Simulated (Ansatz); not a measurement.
# Tl: pressure against volume

One table from this session's results is given with a row withheld; the runs are named, their logs left out.

Method: DFT PBE, scalar-relativistic, in Ansatz 0.2.0.

## The system as given

Symmetry: P6_3/mmc, No. 194, hexagonal system. The conventional cell has a = 3.497 Å, b = 3.497 Å, c = 5.647 Å, α = 90.00°, β = 90.00°, γ = 120.00°. Tl (site symmetry -6m2) has 12 Tl at 3.47 to 3.50 Å as nearest neighbours.

As a file:

```
Tl
1.0
     3.49734    0.00000    0.00000
    -1.74867    3.02878    0.00000
     0.00000    0.00000    5.64656
Tl
2
Direct
  0.33333 0.66667 0.25000
  0.66667 0.33333 0.75000
```

The cell is one relaxed in the Materials Project, used as it stands.

Atoms are numbered in the order of the input: Tl1, Tl2.

The first run:

input.yaml

```yaml
crystal:
  lattice:
    - [3.4500723807, 0.0, 0.0]
    - [-1.7250361904, 2.9878503266, 0.0]
    - [0.0, 0.0, 5.5702474375]
  atoms:
    - { symbol: Tl, position: [0.3333333333, 0.6666666667, 0.25] }
    - { symbol: Tl, position: [0.6666666667, 0.3333333333, 0.75] }
kpoints:
  mp_grid: { grid: [11, 11, 6] }
scf:
  occupations: { method: fermi_dirac, width: 0.05 }
hamiltonian:
  xc: pbe
  pseudopotentials: { kind: all_electron, lapw: { basis_error: 0.00025 } }
output:
  forces: true
  stress: true
  eigenvalues: true
```

Run with:

```console
ansatz run input.yaml --threads 1 --pin off --max-ram 2048MiB --backend cpu --events-out ev --progress --plain --runs-dir out
```

Steps of the session up to this table: Volume × 0.96, LAPW; Volume × 0.96, PAW; Volume × 0.96, crystal datasets; Volume × 0.98, LAPW; Volume × 0.98, PAW; Volume × 1.02, LAPW; Volume × 1.02, PAW; Volume × 1.04, LAPW; Volume × 1.04, PAW; Volume × 1.04, crystal datasets.

One table of the session follows, with a row left open; its other results are not shown here.

| method | volume (Å³/atom) | pressure (GPa) |
| --- | --- | --- |
| LAPW | 28.710 | 2.96 |
| LAPW | 29.308 | ? |
| LAPW | 29.906 | 1.42 |
| LAPW | 30.504 | 0.78 |
| LAPW | 31.102 | 0.22 |
| PAW | 28.710 | 2.95 |
| PAW | 29.308 | 2.14 |
| PAW | 29.906 | 1.42 |
| PAW | 30.504 | 0.78 |
| PAW | 31.102 | 0.21 |
| crystal datasets | 28.710 | 2.96 |
| crystal datasets | 29.906 | 1.43 |
| crystal datasets | 31.102 | 0.22 |

Estimate the missing values for LAPW, 29.308.

**Answer.** pressure (GPa): 2.15. In the column «pressure (GPa)» it lies between PAW, 29.308 (2.14) and PAW, 28.710 (2.95).

To keep in mind: Warnings in the runs' records: gradients without spin orbit, crystal datasets made.
